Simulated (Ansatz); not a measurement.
Runs of Ansatz 0.2.0 on Sn3Se. Symmetry: Pm-3m, No. 221, cubic system. Conventional cell: a = 4.742 Å, b = 4.742 Å, c = 4.742 Å, α = 90.00°, β = 90.00°, γ = 90.00°. Sn (site symmetry 4/mmm) is surrounded by 8 Sn at 3.35 Å and 4 Se at 3.35 Å. Around Se (site symmetry m-3m) lie 12 Sn at 3.35 Å. The cell comes from a database or a generator and needn't be the stable form of this composition.

```tsv
task	level	potentials or basis	k mesh	cutoff (eV)	smearing	basis error allowed	gap on the mesh (eV)	pressure (GPa)
density of states	PBEsol	all-electron PAW datasets made for the crystal	6 × 6 × 6	260	fermi-dirac 0.05 eV	-	none	-2.6
band structure	PBE	all-electron LAPW, scalar-relativistic	6 × 6 × 6	148	fermi-dirac 0.05 eV	0.002 eV/atom	-	0.3
band structure	PBEsol	all-electron LAPW, scalar-relativistic	6 × 6 × 6	148	fermi-dirac 0.05 eV	0.002 eV/atom	-	-2.6
band structure	LDA	all-electron LAPW, scalar-relativistic	6 × 6 × 6	148	fermi-dirac 0.05 eV	0.002 eV/atom	-	(a)
phonons	PBEsol	all-electron LAPW, scalar-relativistic	6 × 6 × 6	161	fermi-dirac 0.05 eV	0.002 eV/atom	none	-
single point	PBEsol	all-electron LAPW, scalar-relativistic	4 × 4 × 4	148	fermi-dirac 0.03 eV	0.002 eV/atom	none	-2.7
```

Alike in all rows: no spin polarisation; cell as given.

Q: Fill in the values left out.

A: (a) -3.9.

Caveats: the program warned that the printed levels may be off, so bands, gaps and densities of states are rough (some runs); a metal's response needs a denser mesh (some runs); some modes are imaginary (some runs); the k mesh is thin for a metal, which can move the energy by tens of meV per atom (some runs).

A k mesh can miss the band edges, and the runs leave out spin-orbit coupling on Se, Sn.

A gap of «none» marks a metal or a gap under the smearing width.

Not every run made on this cell is shown here.
